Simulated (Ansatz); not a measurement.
# BGe+ (singlet): wave-function methods side by side, cc-pVTZ

How much of the correlation energy of BGe+ (singlet) does each wave-function method recover here?

Program: Ansatz 0.2.0, Gaussian basis. Level of theory: cc-pVTZ, core rule «outside noble gas», up to 15 orbitals frozen. These are calculated values, not measurements.

The runs, in order: UHF; CCSD(T) on RHF; CCSD(T) on UHF; BCCD(T) on RHF; CISD; CCSDT(Q) on RHF; CCSDT(Q) on UHF; CCSDTQ on RHF; CASSCF and MRCISD+Q, 6 electrons in 8 orbitals; CASSCF and NEVPT2, 6 electrons in 8 orbitals; Full CI.

3 further runs of the same task are left out: 3 set aside as unsound or not needed. Runs told in other sessions of the task aren't counted.

## (1) The system

The geometry is a PBE0/def2-TZVP stationary point (not a proven minimum). No spin-orbit coupling is included. The filled d shell of Ge may be among the frozen orbitals whatever the setting's name suggests.

2 atoms, charge 1, spin multiplicity 1.

Atoms are counted from 1 here; the program's logs count them from 0.

No contacts short enough for the rule that draws bonds.

## (2) UHF

in.yaml reads:

```yaml
crystal:
  periodic: [false, false, false]
  atoms:
    - {symbol: Ge, position_ang: [0.000000, 0.000000, 0.000000]}
    - {symbol: B, position_ang: [0.000000, 0.000000, 2.564000]}
basis:
  gaussian: {orbitals: cc-pVTZ}
total_charge: 1
magnetization: {spin_polarized: true, initial_magnetization: 0}
hamiltonian: {xc: hf}
output: {orbitals: {seedname: orbitals}}
```

Started as:

```bash
> ansatz run in.yaml --threads 1 --pin off --events-out ev --progress --plain --max-ram 2624MiB --backend cpu
```

The runs that follow: CCSD(T) on RHF; CCSD(T) on UHF; BCCD(T) on RHF; CISD; CCSDT(Q) on RHF; CCSDT(Q) on UHF; CCSDTQ on RHF; CASSCF and MRCISD+Q, 6 electrons in 8 orbitals; CASSCF and NEVPT2, 6 electrons in 8 orbitals; Full CI.

**Question.** What will the summary of the whole plan be? Wanted: FCI from the RHF energy; RMP2 from FCI; RCCSD from FCI; RCCSD(T) from FCI; RCCSDT(Q) from FCI; NEVPT2 valence from FCI; MRCISD+Q valence from FCI; T1 diagnostic; effectively unpaired electrons.

**Answer**, as computed:

```
                         quantity                       value
          FCI from the RHF energy                  -4.4433 eV
                    RMP2 from FCI                 +1323.5 meV
                   RCCSD from FCI                  +206.2 meV
                RCCSD(T) from FCI                   +54.5 meV
               RCCSDT(Q) from FCI                    +6.3 meV
          NEVPT2 valence from FCI                  +567.8 meV
        MRCISD+Q valence from FCI                   +58.6 meV
levels within 1 kcal/mol (43 meV)  RCCSDT, RCCSDT(Q), RCCSDTQ
                    T1 diagnostic                       0.018
   effectively unpaired electrons                        0.40
```

What this shows: RCCSD(T) lands +54.5 meV from the yardstick (1.2 % of the correlation energy). The occupations show static correlation (0.40 effectively unpaired electrons where one determinant has 0). Of the multireference levels listed MRCISD+Q valence comes nearest in total energy (+58.6 meV), which doesn't show that its space is the better one. These misses are within one basis, not against nature.
